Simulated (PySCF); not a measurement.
# HfBr₄: a look at the electrons

For HfBr₄, the scripts below analyse its density (charges, bond critical points, surface potential) and measure its response to a uniform field.

Computed with PySCF 2.14.0. Level: levels as typed in each script, gas phase, geometry from GFN2-xTB.

1 further run of the same task is left out (it didn't finish).

### Step 1. The starting structure

SMILES `Br[Hf](Br)(Br)Br`, 5 atoms, charge 0, spin multiplicity 1.

Bond lengths: Br1–Hf2 2.492 Å, Hf2–Br3 2.493 Å, Hf2–Br4 2.492 Å, Hf2–Br5 2.493 Å. Angles: Br1–Hf2–Br3 109.4°, Br1–Hf2–Br4 109.5°, Br1–Hf2–Br5 109.5°, Br3–Hf2–Br4 109.5°, Br3–Hf2–Br5 109.4°, Br4–Hf2–Br5 109.5°.

Coordinates:

```xyz
5
charge 0, multiplicity 1
Br    1.43924   -1.02922   -1.75483
Hf   -0.00011   -0.00049   -0.00014
Br    1.43935    1.02961    1.75496
Br   -1.43925   -1.75501    1.02925
Br   -1.43912    1.75562   -1.02909
```

### Step 2. Density, bond paths and surface potential (PBE/def2-tzvp)

input.py

```python
import numpy as np
from pyscf import gto, scf, dft
from pyscf.scf import atom_ks, atom_hf
from scipy.linalg import block_diag

def solve(mol, dm0=None, hcore=None):
    mf = (dft.UKS if mol.spin else dft.RKS)(mol, xc='pbe')
    mf.grids.level = 3
    mf = mf.density_fit(auxbasis='def2-universal-jkfit')
    mf.conv_tol, mf.max_cycle = 1e-8, 80
    if hcore is not None:
        mf.get_hcore = lambda *args: hcore
    mf.kernel(dm0)
    if not mf.converged:
        mf = mf.newton().run(mf.mo_coeff, mf.mo_occ, max_cycle=30)
    assert mf.converged, 'SCF not converged'
    return mf

mol = gto.M(atom='''
Br     1.43924    -1.02922    -1.75483
Hf    -0.00011    -0.00049    -0.00014
Br     1.43935     1.02961     1.75496
Br    -1.43925    -1.75501     1.02925
Br    -1.43912     1.75562    -1.02909
''', basis='def2-tzvp', ecp={'Hf': 'def2-tzvp'}, charge=0, spin=0, verbose=4)
mf = solve(mol)
mf.analyze()
# spherically averaged free atoms, for the promolecule
atom_ks.AtomSphAverageRKS.init_guess_by_vsap = lambda self, mol=None: self.init_guess_by_minao(mol)  # core potentials
atm = atom_ks.get_atm_nrks(mol, xc='pbe')
pro = block_diag(*[(atm[a[0]][2] * atm[a[0]][3]) @ atm[a[0]][2].T for a in mol._atom])
np.savez('result.npz', e=mf.e_tot, c=mf.mo_coeff, occ=mf.mo_occ, eps=mf.mo_energy, pro=pro, dip=mf.dip_moment(verbose=0), s2=mf.spin_square()[0])
```

Started as:

```bash
> OMP_NUM_THREADS=1 python input.py
```

### Step 4. Response to an electric field (PBE/def2-tzvp)

input.py: that of step 2 with these lines changed.

```diff
@@ -25,4 +25,10 @@
 ''', basis='def2-tzvp', ecp={'Hf': 'def2-tzvp'}, charge=0, spin=0, verbose=4)
+field = np.array([0.004, 0.0, 0.0])  # atomic units
+mol.set_common_orig(mol.atom_charges() @ mol.atom_coords() / mol.atom_charges().sum())
 mf = solve(mol)
-mf.analyze()
+out = dict(dm0=mf.make_rdm1(), d0=mf.dip_moment(unit='AU'), e0=mf.e_tot)
+for name, sign in (('p', 1), ('m', -1)):
+    h = mf.get_hcore() + sign * np.einsum('x,xij->ij', field, mol.intor('int1e_r'))
+    mi = solve(mol, mf.make_rdm1(), h)
+    out.update({'dm' + name: mi.make_rdm1(), 'd' + name: mi.dip_moment(unit='AU'), 'e' + name: mi.e_tot})
 # spherically averaged free atoms, for the promolecule
@@ -31,2 +37,2 @@
 pro = block_diag(*[(atm[a[0]][2] * atm[a[0]][3]) @ atm[a[0]][2].T for a in mol._atom])
-np.savez('result.npz', e=mf.e_tot, c=mf.mo_coeff, occ=mf.mo_occ, eps=mf.mo_energy, pro=pro, dip=mf.dip_moment(verbose=0), s2=mf.spin_square()[0])
+np.savez('result.npz', pro=pro, **out)
```

(Steps that only read results are left out.)

Before running it: what results should come out? Wanted: dipole moment; HOMO, LUMO; polarisability along the field.

**Answer**, as computed:

```
                                      quantity            value
                 dipole moment (PBE/def2-tzvp)           0.01 D
                    HOMO, LUMO (PBE/def2-tzvp)  -7.65, -3.24 eV
polarisability along the field (PBE/def2-tzvp)      126.9 bohr³
```

**Reading.** At PBE/def2-tzvp: The highest Hirshfeld charge is on Hf2 (+0.48 e), the lowest on Br1, Br3, Br4 and Br5 (−0.12 e). The geometry was not optimised at these levels.
